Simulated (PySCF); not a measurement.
# H4Ta (Ta(H)4): the cost of one run

Computed with PySCF 2.14.0. Level: PBE0, Ta def2-SVP with ECP60, H def2-SVP; scalar-relativistic core potentials, no spin–orbit coupling.

2 further runs of the same task are left out: 2 for a known fault of the program.

### Step 1. Starting geometry

5 atoms, charge 0, spin multiplicity 2.

Bond lengths: Ta1–H2 1.769 Å, Ta1–H3 1.769 Å, Ta1–H4 1.769 Å, Ta1–H5 1.769 Å. Angles: H2–Ta1–H3 107.4°, H2–Ta1–H4 113.7°, H2–Ta1–H5 107.4°, H3–Ta1–H4 107.4°, H3–Ta1–H5 113.7°, H4–Ta1–H5 107.4°.

As a file:

```xyz
5
H4Ta
Ta    0.00000    0.00000    0.00000
H     1.48070    0.00000    0.96772
H     0.00000    1.48070   -0.96772
H    -1.48070    0.00000    0.96772
H     0.00000   -1.48070   -0.96772
```

Formal oxidation states: Ta +4. An earlier session relaxed this geometry at PBE0, Ta def2-SVP with ECP60, H def2-SVP (doublet, point group D2d).

Its energy there is -59.249072 Eh.

### Step 2. Atoms moved at random, σ = 0.06 Å

The input, run.py (the lines that set the calculation):

```python
mol = gto.M(atom='''
Ta    -0.00822     0.07292     0.01262
H      1.50157    -0.07686     1.00702
H     -0.03295     1.49609    -1.01664
H     -1.50828     0.02920     0.95176
H      0.04787    -1.52135    -0.95476''',
    basis={'Ta': 'def2-SVP', 'H': 'def2-SVP'},
    ecp={'Ta': 'def2-SVP'},
    charge=0, spin=1)
mf = dft.UKS(mol, xc='PBE0')
mf.grids.atom_grid = (50, 194)
mf = mf.density_fit()  # fitting sets: Ta def2-universal-JKFIT, H def2-universal-JKFIT
mf.conv_tol = 1e-08; mf.max_cycle = 55
mf.kernel(dm0)  # dm0: the density of the relaxed state
```

Run with:

```bash
$ OMP_NUM_THREADS=2 python run.py
```

**Question.** How long does this run take on 2 threads of Arm Neoverse N1, shared host?

About 19 s.
